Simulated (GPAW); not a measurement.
# GaGe (F-43m) in GPAW: convergence with plane-wave cutoff (eV)

Aim: find how far plane-wave cutoff (eV) must go before the results for GaGe settle, at WC. This setting moves, with any that are tied to it; all else stays.

All numbers are computed with GPAW 26.7.0; they aren't measurements. Logs are shortened: lines on timing, memory, paths and dates and some standing lists are left out, and cuts for length are marked. The log counts tension as positive stress, the text compression.

## Step 1: Starting point

Symmetry: F-43m, No. 216, cubic system. Conventional cell: a = 5.796 Å, b = 5.796 Å, c = 5.796 Å, α = 90.00°, β = 90.00°, γ = 90.00°. Ge (site symmetry -43m) has 4 Ga at 2.51 Å as nearest neighbours. Ga (site symmetry -43m) is surrounded by 4 Ge at 2.51 Å.

The cell comes from a database or a generator and needn't be the stable form of this composition.

## Step 2: With plane-wave cutoff (eV) 240

The input, run.py:

```python
import json
import numpy as np
from ase import Atoms
from ase.constraints import FixSymmetry
from ase.filters import FrechetCellFilter
from ase.io import read, write
from ase.optimize import BFGS
from phonopy import Phonopy
from phonopy.structure.atoms import PhonopyAtoms
from gpaw import GPAW, PW, setup_paths

setup_paths.insert(0, '.')

atoms = read('POSCAR')

calc = GPAW(mode=PW(240),
            xc='WC',
            kpts={'size': (8, 8, 8), 'gamma': True},
            occupations={'name': 'fermi-dirac', 'width': 0.05},
            nbands=11,
            convergence={'density': 1e-06, 'eigenstates': 1e-09},
            maxiter=150,
            txt='gpaw.txt')
atoms.calc = calc
atoms.set_constraint(FixSymmetry(atoms))
BFGS(FrechetCellFilter(atoms), trajectory='relax.traj', logfile='-').run(fmax=0.005, steps=40)
atoms.set_constraint()
energy = atoms.get_potential_energy()
forces = atoms.get_forces()
stress = atoms.get_stress()
calc.write('gs.gpw')
write('result.traj', atoms)
print('Cell:', atoms.cell.cellpar().round(4))
print(atoms.get_scaled_positions().round(5))

def force_constants(scale):
    unit = PhonopyAtoms(symbols=atoms.get_chemical_symbols(), cell=atoms.cell[:] * scale**(1 / 3),
                        scaled_positions=atoms.get_scaled_positions())
    ph = Phonopy(unit, supercell_matrix=np.diag([1, 1, 1]), primitive_matrix=np.eye(3), symprec=1e-4)
    ph.generate_displacements(distance=0.02)
    forces = []
    for i, sc in enumerate(ph.supercells_with_displacements):
        a = Atoms(sc.symbols, cell=sc.cell, scaled_positions=sc.scaled_positions, pbc=True)
        c = GPAW(mode=PW(240),
                 xc='WC',
                 kpts={'size': (8, 8, 8), 'gamma': True},
                 occupations={'name': 'fermi-dirac', 'width': 0.05},
                 nbands=11,
                 convergence={'density': 1e-06, 'eigenstates': 1e-09},
                 maxiter=150,
                 txt=f'disp-{scale:.3f}-{i:02d}.txt')
        a.calc = c
        f = a.get_forces()
        forces.append(f - f.mean(axis=0))
        print(f'displacement {i}: drift', f.mean(axis=0).round(5), flush=True)
    ph.forces = forces
    ph.produce_force_constants()
    ph.symmetrize_force_constants()
    return ph

qpoints = [[0.0, 0.0, 0.0]]
results = {}
for scale in [1.0]:
    ph = force_constants(scale)
    ph.run_qpoints(qpoints)
    nu = ph.qpoints.frequencies * 33.35641  # THz to cm^-1
    results[f'{scale:.3f}'] = nu.tolist()
    for qp, f in zip(qpoints, nu):
        print(scale, np.round(qp, 4), f.round(2))
json.dump(results, open('phonons.json', 'w'))
```

The input, POSCAR:

```
GaGe
1.0
    0.0000000000      2.8978440000      2.8978440000
    2.8978440000      0.0000000000      2.8978440000
    2.8978440000      2.8978440000      0.0000000000
Ge Ga
1 1
Direct
    0.0000000000      0.0000000000      0.0000000000
    0.2500000000      0.2500000000      0.2500000000
```

Potentials or basis: PAW data sets generated in the run's folder for this functional, pw.

The run is started by

```
> gpaw-setup -f WC Ga Ge
> OMP_NUM_THREADS=1 python run.py
```

gpaw.txt:

```text
__  _  _
 | _ |_)|_||  |
 |__||  | ||/\| - 26.7.0

Input parameters:
  mode=PW(ecut=240.0),
  convergence={'density': 1e-06, 'eigenstates': 1e-09},
  kpts=MonkhorstPack(size=(8, 8, 8), gamma=True),
  maxiter=150,
  nbands=11,
  occupations=Occupations(name='fermi-dirac', width=0.05),
  xc=XC(name='WC')

Diagonalizing LCAO Hamiltonian
Converting LCAO to pw mode

           Ga

       Ge

Atoms  # Å, Bohr magnetons
|   | symbol |        x |        y |        z |    initial magnetic moments |
|---|--------|----------|----------|----------|-----------------------------|
| 0 |     Ge | 0.000000 | 0.000000 | 0.000000 | ( 0.0000,  0.0000,  0.0000) |
| 1 |     Ga | 1.448922 | 1.448922 | 1.448922 | ( 0.0000,  0.0000,  0.0000) |

Unit cell  # Å
| periodic |        x |        y |        z |  lengths |    angles |
|----------|----------|----------|----------|----------|-----------|
|      yes | 0.000000 | 2.897844 | 2.897844 | 4.098170 | 60.000000 |
|      yes | 2.897844 | 0.000000 | 2.897844 | 4.098170 | 60.000000 |
|      yes | 2.897844 | 2.897844 | 0.000000 | 4.098170 | 60.000000 |

Number of symmetries: 24
Symmetry operations  # r_c * U_cc + t_c -> r_c
|    | kind |            matrix            |
|----|------|------------------------------|
|  0 |  E   |  1, 0, 0,  0, 1, 0,  0, 0, 1 |
|  1 |  σ   |  1, 0, 0,  0, 0, 1,  0, 1, 0 |
|  2 |  σ   |  1, 0,-1,  0, 1,-1,  0, 0,-1 |
|  3 |  C3  |  1, 0,-1,  0, 0,-1,  0, 1,-1 |
|  4 |  C3  |  1,-1, 0,  0,-1, 1,  0,-1, 0 |
|  5 |  σ   |  1,-1, 0,  0,-1, 0,  0,-1, 1 |
[... 457 lines left out ...]

Atoms  # Å, Bohr magnetons
|   | symbol |         x |         y |         z |    initial magnetic moments |
|---|--------|-----------|-----------|-----------|-----------------------------|
| 0 |     Ge | -0.000000 | -0.000000 | -0.000000 | ( 0.0000,  0.0000,  0.0000) |
| 1 |     Ga |  1.431628 |  1.431628 |  1.431628 | ( 0.0000,  0.0000,  0.0000) |

Unit cell  # Å
| periodic |        x |         y |         z |  lengths |    angles |
|----------|----------|-----------|-----------|----------|-----------|
|      yes | 0.000000 |  2.863255 |  2.863255 | 4.049255 | 60.000000 |
|      yes | 2.863255 | -0.000000 |  2.863255 | 4.049255 | 60.000000 |
|      yes | 2.863255 |  2.863255 | -0.000000 | 4.049255 | 60.000000 |

Number of symmetries: 24
Symmetry operations  # r_c * U_cc + t_c -> r_c
|    | kind |            matrix            |
|----|------|------------------------------|
|  0 |  E   |  1, 0, 0,  0, 1, 0,  0, 0, 1 |
|  1 |  σ   |  1, 0, 0,  0, 0, 1,  0, 1, 0 |
|  2 |  σ   |  1, 0,-1,  0, 1,-1,  0, 0,-1 |
|  3 |  C3  |  1, 0,-1,  0, 0,-1,  0, 1,-1 |
|  4 |  C3  |  1,-1, 0,  0,-1, 1,  0,-1, 0 |
|  5 |  σ   |  1,-1, 0,  0,-1, 0,  0,-1, 1 |
|  6 |  σ   |  0, 1, 0,  1, 0, 0,  0, 0, 1 |
|  7 |  C3  |  0, 1, 0,  0, 0, 1,  1, 0, 0 |
|  8 |  C2  |  0, 1,-1,  1, 0,-1,  0, 0,-1 |
[... 214 lines left out ...]
Atoms  # Å, Bohr magnetons
|   | symbol |         x |         y |         z |    initial magnetic moments |
|---|--------|-----------|-----------|-----------|-----------------------------|
| 0 |     Ge | -0.000000 | -0.000000 | -0.000000 | ( 0.0000,  0.0000,  0.0000) |
| 1 |     Ga |  1.432177 |  1.432177 |  1.432177 | ( 0.0000,  0.0000,  0.0000) |

Unit cell  # Å
| periodic |        x |         y |         z |  lengths |    angles |
|----------|----------|-----------|-----------|----------|-----------|
|      yes | 0.000000 |  2.864354 |  2.864354 | 4.050809 | 60.000000 |
|      yes | 2.864354 | -0.000000 |  2.864354 | 4.050809 | 60.000000 |
|      yes | 2.864354 |  2.864354 | -0.000000 | 4.050809 | 60.000000 |

Number of symmetries: 24
Symmetry operations  # r_c * U_cc + t_c -> r_c
|    | kind |            matrix            |
|----|------|------------------------------|
|  0 |  E   |  1, 0, 0,  0, 1, 0,  0, 0, 1 |
|  1 |  σ   |  1, 0, 0,  0, 0, 1,  0, 1, 0 |
|  2 |  σ   |  1, 0,-1,  0, 1,-1,  0, 0,-1 |
|  3 |  C3  |  1, 0,-1,  0, 0,-1,  0, 1,-1 |
|  4 |  C3  |  1,-1, 0,  0,-1, 1,  0,-1, 0 |
|  5 |  σ   |  1,-1, 0,  0,-1, 0,  0,-1, 1 |
|  6 |  σ   |  0, 1, 0,  1, 0, 0,  0, 0, 1 |
|  7 |  C3  |  0, 1, 0,  0, 0, 1,  1, 0, 0 |
|  8 |  C2  |  0, 1,-1,  1, 0,-1,  0, 0,-1 |
[... 191 lines left out ...]
No gap
No difference between direct/indirect transitions

Stress tensor  # eV/Ang^3
|         x |         y |        z |
|-----------|-----------|----------|
|  0.000017 | -0.000000 | 0.000000 |
| -0.000000 |  0.000017 | 0.000000 |
|  0.000000 |  0.000000 | 0.000017 |

Forces  # eV/Ang
|        x |        y |        z |
|----------|----------|----------|
|  0.00000 | -0.00000 | -0.00000 |  # Ge   0
| -0.00000 |  0.00000 | -0.00000 |  # Ga   1

# Writing to gs.gpw (mode='')
```

disp-1.000-00.txt:

```text
__  _  _
 | _ |_)|_||  |
 |__||  | ||/\| - 26.7.0

Input parameters:
  mode=PW(ecut=240.0),
  convergence={'density': 1e-06, 'eigenstates': 1e-09},
  kpts=MonkhorstPack(size=(8, 8, 8), gamma=True),
  maxiter=150,
  nbands=11,
[... 197 lines left out ...]
|          2 |         5.661 |     0.000 |
|          3 |         5.727 |     0.000 |
|          4 |         6.285 |     0.000 |
|          5 |         8.295 |     0.000 |
|          6 |         8.347 |     0.000 |
|          7 |         8.401 |     0.000 |
|          8 |        11.607 |     0.000 |
|        ... |               |           |
|         10 |        14.722 |     0.000 |

No gap
No difference between direct/indirect transitions

Forces  # eV/Ang
|        x |        y |        z |
|----------|----------|----------|
| -0.00547 | -0.07936 | -0.07936 |  # Ge   0
|  0.00547 |  0.07936 |  0.07936 |  # Ga   1
```

Wall time 35 s (1 thread of Arm Neoverse V2, shared host); peak memory 0.21 GiB.

What came out:

* Free energy: -7.8011 eV
* Relaxed volume: 23.50 Å³/atom
* Relaxed cell: a = 4.051 Å, b = 4.051 Å, c = 4.051 Å, α = 60.00°, β = 60.00°, γ = 60.00°
* Space group after relaxing (to 0.05 Å): F-43m (No. 216)
* Pressure after relaxing: 0.0 GPa
* Band gap on the k mesh: none (metal or under the smearing width)
* Highest phonon frequency at Γ: 207 cm⁻¹

## Step 3: With plane-wave cutoff (eV) 300

run.py, as its differences from that of step 2:

```diff
@@ -15,3 +15,3 @@
 
-calc = GPAW(mode=PW(240),
+calc = GPAW(mode=PW(300),
             xc='WC',
@@ -44,3 +44,3 @@
         a = Atoms(sc.symbols, cell=sc.cell, scaled_positions=sc.scaled_positions, pbc=True)
-        c = GPAW(mode=PW(240),
+        c = GPAW(mode=PW(300),
                  xc='WC',
```

POSCAR is that of step 2.

Potentials or basis: PAW data sets generated in the run's folder for this functional, pw.

The run is started by

```
> gpaw-setup -f WC Ga Ge
> OMP_NUM_THREADS=1 python run.py
```

Run time: 58 s. Hardware: 1 thread of Arm Neoverse V2, shared host; peak memory 0.24 GiB.

What came out:

* Free energy: -7.8072 eV
* Relaxed volume: 23.52 Å³/atom
* Relaxed cell: a = 4.052 Å, b = 4.052 Å, c = 4.052 Å, α = 60.00°, β = 60.00°, γ = 60.00°
* Space group after relaxing (to 0.05 Å): F-43m (No. 216)
* Pressure after relaxing: 0.0 GPa
* Band gap on the k mesh: none (metal or under the smearing width)
* Highest phonon frequency at Γ: 207 cm⁻¹

## Step 4: With plane-wave cutoff (eV) 370

run.py, as its differences from that of step 3:

```diff
@@ -15,3 +15,3 @@
 
-calc = GPAW(mode=PW(300),
+calc = GPAW(mode=PW(370),
             xc='WC',
@@ -44,3 +44,3 @@
         a = Atoms(sc.symbols, cell=sc.cell, scaled_positions=sc.scaled_positions, pbc=True)
-        c = GPAW(mode=PW(300),
+        c = GPAW(mode=PW(370),
                  xc='WC',
```

POSCAR is that of step 3.

The run is started by

```
> gpaw-setup -f WC Ga Ge
> OMP_NUM_THREADS=1 python run.py
```

Wall time 60 s (1 thread of Arm Neoverse V2, shared host); peak memory 0.27 GiB.

What came out:

```yaml
Free_energy: -7.8090 eV
Relaxed_volume: 23.52 Å³/atom
Relaxed_cell: a = 4.052 Å, b = 4.052 Å, c = 4.052 Å, α = 60.00°, β = 60.00°, γ = 60.00°
Space_group_after_relaxing_to_0.05_Å: F-43m (No. 216)
Pressure_after_relaxing: 0.0 GPa
Band_gap_on_the_k_mesh: none (metal or under the smearing width)
Highest_phonon_frequency_at_Γ: 207 cm⁻¹
```

## Step 5: With plane-wave cutoff (eV) 450

run.py, as its differences from that of step 4:

```diff
@@ -15,3 +15,3 @@
 
-calc = GPAW(mode=PW(370),
+calc = GPAW(mode=PW(450),
             xc='WC',
@@ -44,3 +44,3 @@
         a = Atoms(sc.symbols, cell=sc.cell, scaled_positions=sc.scaled_positions, pbc=True)
-        c = GPAW(mode=PW(370),
+        c = GPAW(mode=PW(450),
                  xc='WC',
```

POSCAR is that of step 4.

The run is started by

```
> gpaw-setup -f WC Ga Ge
> OMP_NUM_THREADS=1 python run.py
```

Run time: 60 s. Hardware: 1 thread of Arm Neoverse V2, shared host; peak memory 0.29 GiB.

It converged, with:

```yaml
Free_energy: -7.8110 eV
Relaxed_volume: 23.52 Å³/atom
Relaxed_cell: a = 4.052 Å, b = 4.052 Å, c = 4.052 Å, α = 60.00°, β = 60.00°, γ = 60.00°
Space_group_after_relaxing_to_0.05_Å: F-43m (No. 216)
Pressure_after_relaxing: 0.0 GPa
Band_gap_on_the_k_mesh: none (metal or under the smearing width)
Highest_phonon_frequency_at_Γ: 207 cm⁻¹
```

## Step 6: With plane-wave cutoff (eV) 530

run.py, as its differences from that of step 5:

```diff
@@ -15,3 +15,3 @@
 
-calc = GPAW(mode=PW(450),
+calc = GPAW(mode=PW(530),
             xc='WC',
@@ -44,3 +44,3 @@
         a = Atoms(sc.symbols, cell=sc.cell, scaled_positions=sc.scaled_positions, pbc=True)
-        c = GPAW(mode=PW(450),
+        c = GPAW(mode=PW(530),
                  xc='WC',
```

POSCAR is that of step 5.

Potentials or basis: PAW data sets generated in the run's folder for this functional, pw.

The run is started by

```
> gpaw-setup -f WC Ga Ge
> OMP_NUM_THREADS=1 python run.py
```

It took 1.7 min on 1 thread of Arm Neoverse V2, shared host; peak memory 0.35 GiB.

The run converged. Its results:

```yaml
Free_energy: -7.8121 eV
Relaxed_volume: 23.52 Å³/atom
Relaxed_cell: a = 4.052 Å, b = 4.052 Å, c = 4.052 Å, α = 60.00°, β = 60.00°, γ = 60.00°
Space_group_after_relaxing_to_0.05_Å: F-43m (No. 216)
Pressure_after_relaxing: 0.0 GPa
Band_gap_on_the_k_mesh: none (metal or under the smearing width)
Highest_phonon_frequency_at_Γ: 207 cm⁻¹
```

## Step 7: With plane-wave cutoff (eV) 600

run.py, as its differences from that of step 6:

```diff
@@ -15,3 +15,3 @@
 
-calc = GPAW(mode=PW(530),
+calc = GPAW(mode=PW(600),
             xc='WC',
@@ -44,3 +44,3 @@
         a = Atoms(sc.symbols, cell=sc.cell, scaled_positions=sc.scaled_positions, pbc=True)
-        c = GPAW(mode=PW(530),
+        c = GPAW(mode=PW(600),
                  xc='WC',
```

POSCAR is that of step 6.

The run is started by

```
> gpaw-setup -f WC Ga Ge
> OMP_NUM_THREADS=1 python run.py
```

It took 1.8 min on 1 thread of Arm Neoverse V2, shared host; peak memory 0.36 GiB.

Results (log left out):

```
Free energy                            : -7.8129 eV
Relaxed volume                         : 23.52 Å³/atom
Relaxed cell                           : a = 4.052 Å, b = 4.052 Å, c = 4.052 Å, α = 60.00°, β = 60.00°, γ = 60.00°
Space group after relaxing (to 0.05 Å) : F-43m (No. 216)
Pressure after relaxing                : 0.0 GPa
Band gap on the k mesh                 : none (metal or under the smearing width)
Highest phonon frequency at Γ          : 207 cm⁻¹
```

## Step 8: Summary

| plane-wave cutoff (eV) | energy less the tightest run, at zero smearing (meV/atom) | SCF cycles | CPU time (s) | peak memory (GiB) |
| --- | --- | --- | --- | --- |
| 240 | 5.89 | 10 | 34 | 0.21 |
| 300 | 2.88 | 10 | 58 | 0.24 |
| 370 | 1.95 | 10 | 60 | 0.27 |
| 450 | 0.98 | 10 | 60 | 0.29 |
| 530 | 0.43 | 10 | 100 | 0.35 |
| 600 | 0.00 | 10 | 110 | 0.36 |

Against the tightest run, the energy stays within 1 meV/atom from 450 on. The tightest run that finished is the yardstick and may itself not be fully converged.
